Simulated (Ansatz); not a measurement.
# SeS: the cost of one run

Program: Ansatz 0.2.0. Level of theory: DFT PBE, scalar-relativistic, plane waves, PAW. These are calculated values, not measurements.

## Step 1: Starting point

It takes space group F-43m (No. 216, cubic). Conventional cell: a = 5.951 Å, b = 5.951 Å, c = 5.951 Å, α = 90.00°, β = 90.00°, γ = 90.00°. Around Se (site symmetry -43m) lie 4 S at 2.58 Å. S (site symmetry -43m) has 4 Se at 2.58 Å as nearest neighbours.

As a file:

```cif
data_structure
_symmetry_space_group_name_H-M 'P 1'
_symmetry_Int_Tables_number 1
_cell_length_a 4.2080
_cell_length_b 4.2080
_cell_length_c 4.2080
_cell_angle_alpha 60.000
_cell_angle_beta 60.000
_cell_angle_gamma 60.000
_cell_volume 52.69
loop_
_atom_site_label
_atom_site_type_symbol
_atom_site_fract_x
_atom_site_fract_y
_atom_site_fract_z
_atom_site_occupancy
Se1 Se 0.00000 0.00000 0.00000 1
S1 S 0.75000 0.75000 0.75000 1
```

(A quick probe on a coarse mesh, which set the mesh and smearing, is not shown.)

## Step 3: Relaxing cell and atoms

File input.yaml:

```yaml
crystal:
  lattice:
    - [0.0, 2.9755030445, 2.9755030445]
    - [2.9755030445, 0.0, 2.9755030445]
    - [2.9755030445, 2.9755030445, 0.0]
  atoms:
    - { symbol: Se, position: [0.0, 0.0, 0.0] }
    - { symbol: S, position: [0.75, 0.75, 0.75] }
basis:
  ecutwfc: 420
kpoints:
  mp_grid: { grid: [16, 16, 16] }
hamiltonian:
  xc: pbe
scf:
  occupations: { method: gaussian, width: 0.1 }
output:
  forces: true
  stress: true
  eigenvalues: true
relax:
  adjacent_minimum: "off"
  f_tol: 0.01
  max_steps: 80
  cell: { stress_tol: 0.05 }
```

Launch:

```bash
$ ansatz run input.yaml --threads 1 --pin off --max-ram 2560MiB --backend cpu --events-out ev --progress --plain --runs-dir out
```

Q: Estimate wall time and peak memory on 1 thread of Intel Xeon Platinum 8488C (Sapphire Rapids), shared host.

About 65 s, with a peak of 0.49 GiB.
